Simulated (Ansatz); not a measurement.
**C2H3AlOS: single points with varied inputs**

Aim: run C2H3AlOS under a spread of inputs, and see what each costs and gives.

Method: the settings change from run to run; program: Ansatz 0.2.0, Gaussian basis.

## (1) The geometry

The structure was relaxed beforehand with PBE0-D4 in a triple-zeta def2 set.

SMILES `[OH][AlH][C]#CS`, 8 atoms, charge 0, spin multiplicity 1.

Atoms are counted from 1 here; the program's logs count them from 0.

Bond lengths: O1–Al2 1.692 Å, O1–H6 0.956 Å, Al2–C3 1.897 Å, Al2–H7 1.569 Å, C3–C4 1.220 Å, C4–S5 1.673 Å, S5–H8 1.347 Å. Angles: Al2–O1–H6 123.3°, O1–Al2–C3 119.7°, O1–Al2–H7 117.7°, C3–Al2–H7 122.6°, Al2–C3–C4 179.7°, C3–C4–S5 175.0°, C4–S5–H8 97.1°.

## (2) wB97X/def2-mTZVP

Set apart from the defaults: coordinates scaled by 1.25.

The input, in.yaml:

```yaml
crystal:
  periodic: [false, false, false]
  atoms:
    - {symbol: O, position_ang: [-0.255347, 3.209534, -0.734112]}
    - {symbol: Al, position_ang: [1.068297, 1.563310, -0.842643]}
    - {symbol: C, position_ang: [0.383476, -0.552111, -0.018509]}
    - {symbol: C, position_ang: [-0.048530, -1.915073, 0.510345]}
    - {symbol: S, position_ang: [-0.477718, -3.846939, 1.185857]}
    - {symbol: H, position_ang: [-1.354604, 3.137164, -0.271989]}
    - {symbol: H, position_ang: [2.837175, 1.866217, -1.635097]}
    - {symbol: H, position_ang: [-2.037498, -3.533604, 1.736648]}
basis:
  gaussian: {orbitals: def2-mTZVP}
hamiltonian: {xc: {name: wB97X}}
```

Started as:

```
> ansatz run in.yaml --threads 2 --pin off --events-out ev --progress --plain --max-ram 4352MiB
```

The log of the run:

```text
Functional definition: wB97X
  name "wB97X"
  cite "Chai & Head-Gordon, J. Chem. Phys. 128, 084106 (2008) doi:10.1063/1.2834918"
  cite "Becke, J. Chem. Phys. 107, 8554 (1997) doi:10.1063/1.475007"
  parameter omega = 0.3/bohr
  parameter cx = 0.157706
  parameter cx1 = 0.726479
  parameter cx2 = 1.04760
  parameter cx3 = -5.70635
  parameter cx4 = 13.2794
  parameter css1 = -4.33879
  parameter css2 = 18.2308
  parameter css3 = -31.7430
  parameter css4 = 17.2901
  parameter cos1 = 2.37031
  parameter cos2 = -11.3995
  parameter cos3 = 6.58405
  parameter cos4 = -3.78132
  # The coefficients of nought are those of the uniform gas.
  exchange = spin_sum(e_x_unif_sr(omega)*poly(b97_u_x, 1 - cx, cx1, cx2, cx3, cx4)) + cx*exact_x_sr(omega)
      + exact_x_lr(omega)
  correlation = spin_sum(e_c_pw_same_spin*poly(b97_u_same, 1, css1, css2, css3, css4))
      + integral(e_c_pw_opposite_spin*poly(b97_u_opposite, 1, cos1, cos2, cos3, cos4))
1112 factors; their error is unknown
297 factors; integrals over basis functions are off by at most 1.6e-5 eV
mean field evaluation 1: about -21584.9809 eV, gradient 5.9e1 eV
mean field evaluation 2: about -21571.9943 eV, gradient 1.0e2 eV
mean field evaluation 4: about -21592.6698 eV, gradient 5.3e0 eV
mean field evaluation 8: about -21592.7638 eV, gradient 1.1e-1 eV
mean field evaluation 16: about -21592.8289 eV, gradient 8.4e-4 eV
mean field -21592.82894233 eV, -793.5218274856 hartree, gradient 4.1e-5 eV, S^2 0.000000; 0 other end points of the search recorded, 0 dependent functions left out
reference -21592.82890094 eV, -793.5218259644 hartree; 26, 26 occupied and 89, 89 virtual orbitals, 1112 factors
Total energy: -21592.82890094 eV, -793.5218259644 hartree
```

It took 4.7 s on 2 threads of Arm Neoverse V1, shared host; peak memory 0.27 GiB.

## (3) B97/def2-SVPD

The input, in.yaml:

```yaml
crystal:
  periodic: [false, false, false]
  atoms:
    - {symbol: O, position_ang: [-0.204278, 2.567627, -0.587289]}
    - {symbol: Al, position_ang: [0.854638, 1.250648, -0.674114]}
    - {symbol: C, position_ang: [0.306781, -0.441689, -0.014807]}
    - {symbol: C, position_ang: [-0.038824, -1.532058, 0.408276]}
    - {symbol: S, position_ang: [-0.382175, -3.077551, 0.948686]}
    - {symbol: H, position_ang: [-1.083683, 2.509732, -0.217591]}
    - {symbol: H, position_ang: [2.269740, 1.492974, -1.308078]}
    - {symbol: H, position_ang: [-1.629999, -2.826883, 1.389318]}
basis:
  gaussian: {orbitals: def2-SVPD}
hamiltonian: {xc: {name: B97}}
```

Same command.

The log of the run, shortened:

```text
Functional definition: B97
  name "B97"
  cite "Becke, J. Chem. Phys. 107, 8554 (1997) doi:10.1063/1.475007"
[...]
      + integral(e_c_pw_opposite_spin*poly(b97_u_opposite, cos0, cos1, cos2))
1228 factors; their error is unknown
[...]
mean field -21590.05859777 eV, -793.4200192006 hartree, gradient 6.9e-5 eV, S^2 0.000000; 0 other end points of the search recorded, 0 dependent functions left out
reference -21590.05864005 eV, -793.4200207546 hartree; 26, 26 occupied and 112, 112 virtual orbitals, 1228 factors
Total energy: -21590.05864005 eV, -793.4200207546 hartree
```

Run time: 5.5 s. Hardware: 2 threads of Arm Neoverse V1, shared host; peak memory 0.3 GiB.

## (4) wPBEh/def2-SVPD

Set apart from the defaults: a grid of angular degree 11.

in.yaml: that of step 3 with these lines changed.

```diff
@@ -12,3 +12,3 @@
 basis:
-  gaussian: {orbitals: def2-SVPD}
-hamiltonian: {xc: {name: B97}}
+  gaussian: {orbitals: def2-SVPD, final_grid: {core_spheres: 5, valence_spheres: 4, degree: 11}}
+hamiltonian: {xc: {name: wPBEh}}
```

Same command.

The log of the run, shortened:

```text
Functional definition: wPBEh
  name "wPBEh"
  cite "Heyd, Scuseria & Ernzerhof, J. Chem. Phys. 118, 8207 (2003) doi:10.1063/1.1564060"
  cite "Krukau, Vydrov, Izmaylov & Scuseria, J. Chem. Phys. 125, 224106 (2006) doi:10.1063/1.2404663"
  cite "Heyd & Scuseria, J. Chem. Phys. 120, 7274 (2004) doi:10.1063/1.1668634"
  cite "Ernzerhof & Perdew, J. Chem. Phys. 109, 3313 (1998) doi:10.1063/1.476928"
  cite "Perdew, Burke & Ernzerhof, Phys. Rev. Lett. 77, 3865 (1996) doi:10.1103/PhysRevLett.77.3865"
  parent pbe
[...]
1235 factors; their error is unknown
158 factors; integrals over basis functions are off by at most 1.6e-6 eV
[...]
mean field -21583.36890441 eV, -793.1741775042 hartree, gradient 3.3e-5 eV, S^2 0.000000; 0 other end points of the search recorded, 0 dependent functions left out
reference -21583.36899073 eV, -793.1741806766 hartree; 26, 26 occupied and 112, 112 virtual orbitals, 1235 factors
Total energy: -21583.36899073 eV, -793.1741806766 hartree
```

It took 1.7 s on 2 threads of Arm Neoverse V1, shared host; peak memory 0.25 GiB.

## (5) B2PLYP/def2-SVPD

Options: atoms shaken by 0.15 Å, density fitting with def2-universal-jkfit.

The input, in.yaml:

```yaml
crystal:
  periodic: [false, false, false]
  atoms:
    - {symbol: O, position_ang: [-0.261503, 2.693592, -0.372666]}
    - {symbol: Al, position_ang: [0.697718, 1.248131, -0.794464]}
    - {symbol: C, position_ang: [0.303866, -0.520593, -0.286434]}
    - {symbol: C, position_ang: [-0.176588, -1.433093, 0.388665]}
    - {symbol: S, position_ang: [-0.317359, -2.990743, 1.254983]}
    - {symbol: H, position_ang: [-0.844812, 2.728858, -0.286153]}
    - {symbol: H, position_ang: [2.362645, 1.651064, -1.241401]}
    - {symbol: H, position_ang: [-1.377629, -2.958125, 1.502922]}
basis:
  gaussian: {orbitals: def2-SVPD, fitting: {mean_field: def2-universal-jkfit}}
hamiltonian: {xc: {name: B2PLYP}}
```

Launched as before.

The log of the run, shortened:

```text
Functional definition: B2PLYP
  name "B2PLYP"
  cite "Grimme, J. Chem. Phys. 124, 034108 (2006) doi:10.1063/1.2148954"
  cite "Becke, Phys. Rev. A 38, 3098 (1988) doi:10.1103/PhysRevA.38.3098"
  cite "Lee, Yang & Parr, Phys. Rev. B 37, 785 (1988) doi:10.1103/PhysRevB.37.785"
[...]
537 factors; integrals over basis functions are off by at most 4.3e-1 eV
[...]
mean field -21564.93786615 eV, -792.4968493411 hartree, gradient 9.5e-6 eV, S^2 0.000000; 0 other end points of the search recorded, 0 dependent functions left out
13 core orbitals not correlated: weight in the atoms' cores, before any rotation towards them, 1.000 or more for the frozen orbitals, at most 0.000 for the correlated occupied ones
reference -21564.93807167 eV, -792.4968568940 hartree; 13, 13 occupied and 112, 112 virtual orbitals, 537 factors
second order -21.95312701 eV of doubles, -0.00000000 eV of singles
Total energy: -21570.86541597 eV, -792.7146827791 hartree
```

Wall time 3.5 s (2 threads of Arm Neoverse V1, shared host).

## (6) CAM-B3LYP/def2-SVP

Options: atoms shaken by 0.08 Å, D3(BJ) dispersion, the search for lower states set to light.

The input, in.yaml:

```yaml
crystal:
  periodic: [false, false, false]
  atoms:
    - {symbol: O, position_ang: [-0.250679, 2.670419, -0.537795]}
    - {symbol: Al, position_ang: [0.956333, 1.322067, -0.649914]}
    - {symbol: C, position_ang: [0.362639, -0.371448, 0.043855]}
    - {symbol: C, position_ang: [-0.052326, -1.600742, 0.390965]}
    - {symbol: S, position_ang: [-0.307053, -3.124464, 1.025799]}
    - {symbol: H, position_ang: [-1.064539, 2.416125, -0.244287]}
    - {symbol: H, position_ang: [2.177920, 1.308642, -1.295293]}
    - {symbol: H, position_ang: [-1.680095, -2.839508, 1.570150]}
basis:
  gaussian: {orbitals: def2-SVP}
hamiltonian: {xc: {name: CAM-B3LYP}, dispersion: d3bj}
scf: {lower_state_search: light}
output: {forces: true}
```

Launched as before.

The log of the run, shortened:

```text
Functional definition: CAM-B3LYP
  name "CAM-B3LYP"
  cite "Yanai, Tew & Handy, Chem. Phys. Lett. 393, 51 (2004) doi:10.1016/j.cplett.2004.06.011"
  cite "Iikura, Tsuneda, Yanai & Hirao, J. Chem. Phys. 115, 3540 (2001) doi:10.1063/1.1383587"
  cite "Becke, Phys. Rev. A 38, 3098 (1988) doi:10.1103/PhysRevA.38.3098"
  cite "Lee, Yang & Parr, Phys. Rev. B 37, 785 (1988) doi:10.1103/PhysRevB.37.785"
  cite "Vosko, Wilk & Nusair, Can. J. Phys. 58, 1200 (1980) doi:10.1139/p80-159"
[...]
  # Exact exchange under (alpha + beta erf(omega r))/r, Becke's under what is left of 1/r.
[...]
892 factors; integrals over basis functions are off by at most 1.3e-3 eV
268 factors; integrals over basis functions are off by at most 2.2e-5 eV
[...]
mean field -21590.19181516 eV, -793.4249148493 hartree, gradient 5.1e-5 eV, S^2 0.000000; 0 other end points of the search recorded, 0 dependent functions left out
[...]
reference -21590.19194009 eV, -793.4249194407 hartree; 26, 26 occupied and 67, 67 virtual orbitals, 892 factors
Total energy: -21590.33157208 eV, -793.4300508217 hartree
Atom 0 at    -0.250679     2.670419    -0.537795 Å, force     5.510547    -0.659221    -1.550814 eV/Å
Atom 1 at     0.956333     1.322067    -0.649914 Å, force    -5.301608     0.855848     1.972029 eV/Å
Atom 2 at     0.362639    -0.371448     0.043855 Å, force    -2.587257    -7.320449     1.859078 eV/Å
Atom 3 at    -0.052326    -1.600742     0.390965 Å, force     2.945504     7.974292    -1.835906 eV/Å
Atom 4 at    -0.307053    -3.124464     1.025799 Å, force    -2.624226     0.361049     0.855182 eV/Å
Atom 5 at    -1.064539     2.416125    -0.244287 Å, force    -3.714868    -1.028409     1.370954 eV/Å
Atom 6 at     2.177920     1.308642    -1.295293 Å, force     3.416823     0.455391    -1.763040 eV/Å
Atom 7 at    -1.680095    -2.839508     1.570150 Å, force     2.355086    -0.638500    -0.907481 eV/Å
Dipole moment:    -0.234082    -0.259253     0.212481 e Å
```

Wall time 2.2 s (2 threads of Arm Neoverse V1, shared host).

Largest force 8.697 eV/Å, dipole 1.96 D.

## (7) wB97X-V/cc-pVDZ

This run has unrestricted orbitals, a grid of angular degree 23, relativity set to scalar.

The input, in.yaml:

```yaml
crystal:
  periodic: [false, false, false]
  atoms:
    - {symbol: O, position_ang: [-0.204278, 2.567627, -0.587289]}
    - {symbol: Al, position_ang: [0.854638, 1.250648, -0.674114]}
    - {symbol: C, position_ang: [0.306781, -0.441689, -0.014807]}
    - {symbol: C, position_ang: [-0.038824, -1.532058, 0.408276]}
    - {symbol: S, position_ang: [-0.382175, -3.077551, 0.948686]}
    - {symbol: H, position_ang: [-1.083683, 2.509732, -0.217591]}
    - {symbol: H, position_ang: [2.269740, 1.492974, -1.308078]}
    - {symbol: H, position_ang: [-1.629999, -2.826883, 1.389318]}
basis:
  gaussian: {orbitals: cc-pVDZ, final_grid: {core_spheres: 8, valence_spheres: 7, degree: 23}}
magnetization: {spin_polarized: true, initial_magnetization: 0}
hamiltonian: {xc: {name: wB97X-V}, pseudopotentials: {relativity: scalar}}
output: {forces: true}
```

The command is unchanged.

The log of the run, shortened:

```text
Functional definition: wB97X-V
  name "wB97X-V"
  cite "Mardirossian & Head-Gordon, Phys. Chem. Chem. Phys. 16, 9904 (2014) doi:10.1039/C3CP54374A"
  cite "Becke, J. Chem. Phys. 107, 8554 (1997) doi:10.1063/1.475007"
  cite "Vydrov & Van Voorhis, J. Chem. Phys. 133, 244103 (2010) doi:10.1063/1.3521275"
[...]
      + integral(e_c_pw_opposite_spin*poly(b97_u_opposite, cos0, cos1)) + vv10(b, c)
900 factors; integrals over basis functions are off by at most 1.1e-3 eV
278 factors; integrals over basis functions are off by at most 1.1e-5 eV
[...]
mean field -21636.72528268 eV, -795.1349882394 hartree, gradient 6.8e-5 eV, S^2 0.000000; 0 other end points of the search recorded, 0 dependent functions left out
[...]
reference -21636.72528037 eV, -795.1349881544 hartree; 26, 26 occupied and 67, 67 virtual orbitals, 900 factors
Total energy: -21636.72528037 eV, -795.1349881544 hartree
Relativity: scalar
Atom 0 at    -0.204278     2.567627    -0.587289 Å, force    -0.254771     0.733839    -0.087211 eV/Å
Atom 1 at     0.854638     1.250648    -0.674114 Å, force     0.639489    -0.440668    -0.144149 eV/Å
Atom 2 at     0.306781    -0.441689    -0.014807 Å, force     0.088623     0.347057    -0.126059 eV/Å
Atom 3 at    -0.038824    -1.532058     0.408276 Å, force     0.003380     0.181745    -0.048454 eV/Å
Atom 4 at    -0.382175    -3.077551     0.948686 Å, force     0.002639    -0.917373     0.236902 eV/Å
Atom 5 at    -1.083683     2.509732    -0.217591 Å, force    -0.347964     0.012562     0.137293 eV/Å
Atom 6 at     2.269740     1.492974    -1.308078 Å, force     0.072272     0.032994    -0.037836 eV/Å
Atom 7 at    -1.629999    -2.826883     1.389318 Å, force    -0.203668     0.049844     0.069513 eV/Å
Dipole moment:    -0.423693    -0.206527     0.224851 e Å
```

It took 6.5 s on 2 threads of Arm Neoverse V1, shared host; peak memory 0.28 GiB.

Largest force 0.947 eV/Å, dipole 2.51 D, ⟨S²⟩ 0.000.

## (8) revPBE0/def2-mTZVP

Options: D3(BJ) with three-body dispersion, high accuracy.

in.yaml: that of step 7 with these lines changed.

```diff
@@ -12,5 +12,5 @@
 basis:
-  gaussian: {orbitals: cc-pVDZ, final_grid: {core_spheres: 8, valence_spheres: 7, degree: 23}}
-magnetization: {spin_polarized: true, initial_magnetization: 0}
-hamiltonian: {xc: {name: wB97X-V}, pseudopotentials: {relativity: scalar}}
+  gaussian: {orbitals: def2-mTZVP}
+hamiltonian: {xc: {name: revPBE0}, dispersion: d3bjatm}
+accuracy: high
 output: {forces: true}
```

Same command.

The log of the run, shortened:

```text
Functional definition: revPBE0
  name "revPBE0"
  cite "Zhang & Yang, Phys. Rev. Lett. 80, 890 (1998) doi:10.1103/PhysRevLett.80.890"
  cite "Adamo & Barone, J. Chem. Phys. 110, 6158 (1999) doi:10.1063/1.478522"
  cite "Perdew, Burke & Ernzerhof, Phys. Rev. Lett. 77, 3865 (1996) doi:10.1103/PhysRevLett.77.3865"
[...]
2220 factors; integrals over basis functions are off by at most 1.7e-8 eV
[...]
mean field -21598.32265941 eV, -793.7237178643 hartree, gradient 8.5e-9 eV, S^2 0.000000; 0 other end points of the search recorded, 0 dependent functions left out
[...]
reference -21598.32266330 eV, -793.7237180075 hartree; 26, 26 occupied and 89, 89 virtual orbitals, 2220 factors
Total energy: -21598.66709387 eV, -793.7363755975 hartree
Atom 0 at    -0.204278     2.567627    -0.587289 Å, force    -0.001392     0.273062    -0.070311 eV/Å
Atom 1 at     0.854638     1.250648    -0.674114 Å, force     0.142343    -0.126801    -0.024612 eV/Å
Atom 2 at     0.306781    -0.441689    -0.014807 Å, force     0.035036     0.051643    -0.027453 eV/Å
Atom 3 at    -0.038824    -1.532058     0.408276 Å, force     0.040687     0.287097    -0.090823 eV/Å
Atom 4 at    -0.382175    -3.077551     0.948686 Å, force     0.110237    -0.510332     0.087596 eV/Å
Atom 5 at    -1.083683     2.509732    -0.217591 Å, force    -0.164774    -0.029040     0.074123 eV/Å
Atom 6 at     2.269740     1.492974    -1.308078 Å, force     0.057386     0.018373    -0.028048 eV/Å
Atom 7 at    -1.629999    -2.826883     1.389318 Å, force    -0.219523     0.035999     0.079528 eV/Å
Dipole moment:    -0.414850    -0.228593     0.227058 e Å
```

It took 8 s on 2 threads of Arm Neoverse V1, shared host; peak memory 0.43 GiB.

Largest force 0.529 eV/Å, dipole 2.52 D.

## (9) B2GP-PLYP/def2-mTZVPP

Set apart from the defaults: charge +1, multiplicity 2.

in.yaml: that of step 8 with these lines changed.

```diff
@@ -12,5 +12,6 @@
 basis:
-  gaussian: {orbitals: def2-mTZVP}
-hamiltonian: {xc: {name: revPBE0}, dispersion: d3bjatm}
-accuracy: high
+  gaussian: {orbitals: def2-mTZVPP}
+total_charge: 1
+magnetization: {spin_polarized: true, initial_magnetization: 1}
+hamiltonian: {xc: {name: B2GP-PLYP}}
 output: {forces: true}
```

The command is unchanged.

The log of the run, shortened:

```text
Functional definition: B2GP-PLYP
  name "B2GP-PLYP"
  cite "Karton, Tarnopolsky, Lamère, Schatz & Martin, J. Phys. Chem. A 112, 12868 (2008) doi:10.1021/jp801805p"
  cite "Becke, Phys. Rev. A 38, 3098 (1988) doi:10.1103/PhysRevA.38.3098"
  cite "Lee, Yang & Parr, Phys. Rev. B 37, 785 (1988) doi:10.1103/PhysRevB.37.785"
[...]
1147 factors; integrals over basis functions are off by at most 1.3e-3 eV
[...]
mean field -21573.33188648 eV, -792.8053238986 hartree, gradient 5.4e-6 eV, S^2 0.793073; 4 other end points of the search recorded, 0 dependent functions left out
13 core orbitals not correlated: weight in the atoms' cores, before any rotation towards them, 1.000 or more for the frozen orbitals, at most 0.000 for the correlated occupied ones
reference -21573.33201821 eV, -792.8053287397 hartree; 13, 12 occupied and 100, 101 virtual orbitals, 1147 factors
second order -20.41599194 eV of doubles, -0.00000000 eV of singles
[...]
Total energy: -21580.68177531 eV, -793.0754273313 hartree
Atom 0 at    -0.204278     2.567627    -0.587289 Å, force     0.061436    -0.658154     0.145268 eV/Å
Atom 1 at     0.854638     1.250648    -0.674114 Å, force     1.033033     2.287846    -1.009963 eV/Å
Atom 2 at     0.306781    -0.441689    -0.014807 Å, force     0.019684     0.236712    -0.069629 eV/Å
Atom 3 at    -0.038824    -1.532058     0.408276 Å, force    -0.820168    -2.784103     1.054366 eV/Å
Atom 4 at    -0.382175    -3.077551     0.948686 Å, force     0.448883     0.956201    -0.430441 eV/Å
Atom 5 at    -1.083683     2.509732    -0.217591 Å, force    -0.272047     0.253862     0.044224 eV/Å
Atom 6 at     2.269740     1.492974    -1.308078 Å, force    -0.273472    -0.339388     0.198318 eV/Å
Atom 7 at    -1.629999    -2.826883     1.389318 Å, force    -0.197348     0.047024     0.067857 eV/Å
Dipole moment:    -0.518655    -1.281732     0.541922 e Å
```

Run time: 20 s. Hardware: 2 threads of Arm Neoverse V1, shared host; peak memory 0.51 GiB.

Largest force 3.088 eV/Å, ⟨S²⟩ 0.793.

## (10) BHLYP/STO-3G

Set apart from the defaults: coordinates scaled by 0.96.

The input, in.yaml:

```yaml
crystal:
  periodic: [false, false, false]
  atoms:
    - {symbol: O, position_ang: [-0.196107, 2.464922, -0.563798]}
    - {symbol: Al, position_ang: [0.820452, 1.200622, -0.647150]}
    - {symbol: C, position_ang: [0.294509, -0.424021, -0.014215]}
    - {symbol: C, position_ang: [-0.037271, -1.470776, 0.391945]}
    - {symbol: S, position_ang: [-0.366888, -2.954449, 0.910738]}
    - {symbol: H, position_ang: [-1.040336, 2.409342, -0.208887]}
    - {symbol: H, position_ang: [2.178951, 1.433255, -1.255754]}
    - {symbol: H, position_ang: [-1.564799, -2.713808, 1.333746]}
basis:
  gaussian: {orbitals: STO-3G}
hamiltonian: {xc: {name: BHLYP}}
output: {forces: true}
```

Same command.

The log of the run, shortened:

```text
Functional definition: BHLYP
  name "BHLYP"
  cite "Becke, J. Chem. Phys. 98, 1372 (1993) doi:10.1063/1.464304"
  cite "Becke, Phys. Rev. A 38, 3098 (1988) doi:10.1103/PhysRevA.38.3098"
  cite "Lee, Yang & Parr, Phys. Rev. B 37, 785 (1988) doi:10.1103/PhysRevB.37.785"
[...]
437 factors; integrals over basis functions are off by at most 4.5e-5 eV
[...]
mean field -21345.10105826 eV, -784.4179956621 hartree, gradient 1.7e-5 eV, S^2 0.000000; 0 other end points of the search recorded, 0 dependent functions left out
[...]
reference -21345.10119392 eV, -784.4180006474 hartree; 26, 26 occupied and 10, 10 virtual orbitals, 437 factors
Total energy: -21345.10119392 eV, -784.4180006474 hartree
Atom 0 at    -0.196107     2.464922    -0.563798 Å, force     4.415602     1.713225    -2.224345 eV/Å
Atom 1 at     0.820452     1.200622    -0.647150 Å, force     1.387946    -0.091948    -0.537241 eV/Å
Atom 2 at     0.294509    -0.424021    -0.014215 Å, force     0.877617     3.008952    -1.136351 eV/Å
Atom 3 at    -0.037271    -1.470776     0.391945 Å, force    -0.073169     0.670015    -0.144883 eV/Å
Atom 4 at    -0.366888    -2.954449     0.910738 Å, force     1.059523    -4.885020     0.838656 eV/Å
Atom 5 at    -1.040336     2.409342    -0.208887 Å, force    -4.900059    -0.741286     2.168466 eV/Å
Atom 6 at     2.178951     1.433255    -1.255754 Å, force    -0.641512    -0.081000     0.279895 eV/Å
Atom 7 at    -1.564799    -2.713808     1.333746 Å, force    -2.125948     0.407061     0.755801 eV/Å
Dipole moment:    -0.332134    -0.047470     0.146589 e Å
```

Run time: 0.8 s. Hardware: 2 threads of Arm Neoverse V1, shared host.

Largest force 5.409 eV/Å, dipole 1.76 D.

## (11) The runs in one table

```csv
level,charge,multiplicity,geometry,functions,energy (eV),time
wB97X/def2-mTZVP,0,1,scaled,115,-21592.829,4.7 s
B97/def2-SVPD,0,1,relaxed,138,-21590.059,5.5 s
wPBEh/def2-SVPD,0,1,relaxed,138,-21583.369,1.7 s
B2PLYP/def2-SVPD,0,1,shaken,138,-21570.865,3.5 s
CAM-B3LYP/def2-SVP,0,1,shaken,93,-21590.332,2.2 s
wB97X-V/cc-pVDZ,0,1,relaxed,93,-21636.725,6.5 s
revPBE0/def2-mTZVP,0,1,relaxed,115,-21598.667,8 s
B2GP-PLYP/def2-mTZVPP,1,2,relaxed,126,-21580.682,20 s
BHLYP/STO-3G,0,1,scaled,36,-21345.101,0.8 s
```

## (12) Results

```
                                         quantity                        value
                                             runs                            9
                                         quickest          BHLYP/STO-3G, 0.8 s
                                          slowest  B2GP-PLYP/def2-mTZVPP, 20 s
spread of total energies, same state and geometry                      53.4 eV
                  dipole, same state and geometry               2.51 to 2.52 D
```

In words: Run time spans a factor of 25, from BHLYP/STO-3G to B2GP-PLYP/def2-mTZVPP. The jobs differ in tasks and options as well as level. The totals spread over 53 eV; they can't be compared across methods or bases. Some of these runs are scalar-relativistic and others not, which shifts the totals of all-electron atoms past neon by eV; core potentials, where a basis has them, take the core out of the total altogether. At the PBE0-D4/def2-TZVP geometry and in the same state, runs without warnings or point charges leave forces up to 0.95 eV/Å (wB97X-V/cc-pVDZ), against 8.7 eV/Å where the atoms were moved.
